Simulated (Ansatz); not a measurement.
# SnGe3Te4: the cost of one run

Computed with Ansatz 0.2.0 (DFT PBE, scalar-relativistic, plane waves, PAW, unless a step's input says otherwise).

### 1 The starting structure

It takes space group I4/mmm (No. 139, tetragonal). Conventional cell: a = 6.122 Å, b = 6.122 Å, c = 12.228 Å, α = 90.00°, β = 90.00°, γ = 90.00°. Sn (site symmetry 4/mmm) has 6 Te at 3.06 to 3.14 Å in its first shell of neighbours. Ge (site symmetry -4m2) is surrounded by 6 Te at 3.06 Å. Ge (site symmetry 4/mmm) is surrounded by 6 Te at 2.97 to 3.06 Å. Te (site symmetry mmm) is surrounded by 4 Ge at 3.06 Å and 2 Sn at 3.06 Å. Around Te (site symmetry 4mm) lie 5 Ge at 2.97 to 3.06 Å and 1 Sn at 3.14 Å.

Structure file:

```
CELL_PARAMETERS angstrom
-3.06099 3.06099 6.11394
3.06099 -3.06099 6.11394
3.06099 3.06099 -6.11394
ATOMIC_POSITIONS crystal
Sn 0.50000 0.50000 0.00000
Ge 0.25000 0.75000 0.50000
Ge 0.00000 0.00000 0.00000
Ge 0.75000 0.25000 0.50000
Te 0.00000 0.50000 0.50000
Te 0.75674 0.75674 0.00000
Te 0.50000 0.00000 0.50000
Te 0.24326 0.24326 0.00000
```

The start is the relaxed end of an invented cell (made as: elements ordered on the sites of the GeTe type, Ge/Sn on Ge (I4/mmm, No. 139)), taken up again for a closer look.

### 2 The guess as it stands, on a coarse mesh

input.yaml

```yaml
crystal:
  lattice:
    - [-3.060988, 3.060988, 6.113939]
    - [3.060988, -3.060988, 6.113939]
    - [3.060988, 3.060988, -6.113939]
  atoms:
    - { symbol: Sn, position: [0.5, 0.5, 0.0] }
    - { symbol: Ge, position: [0.25, 0.75, 0.5] }
    - { symbol: Ge, position: [0.0, 0.0, 0.0] }
    - { symbol: Ge, position: [0.75, 0.25, 0.5] }
    - { symbol: Te, position: [0.0, 0.5, 0.5] }
    - { symbol: Te, position: [0.75674, 0.75674, 0.0] }
    - { symbol: Te, position: [0.5, 0.0, 0.5] }
    - { symbol: Te, position: [0.24326, 0.24326, 0.0] }
basis:
  ecutwfc: 420
kpoints:
  mp_grid: { grid: [4, 4, 4] }
hamiltonian:
  xc: pbe
scf:
  occupations: { method: gaussian, width: 0.1 }
  lower_state_search: "off"
output:
  forces: true
  stress: true
  eigenvalues: true
```

The run is started by

```sh
$ ansatz run input.yaml --threads 4 --pin off --max-ram 8192MiB --backend cpu --events-out ev --progress --plain --runs-dir out
```

**Question.** How long does this run take on 4 threads of Arm Neoverse V2, shared host, and how much memory does it need?

About 2.8 s, with a peak of 0.82 GiB.
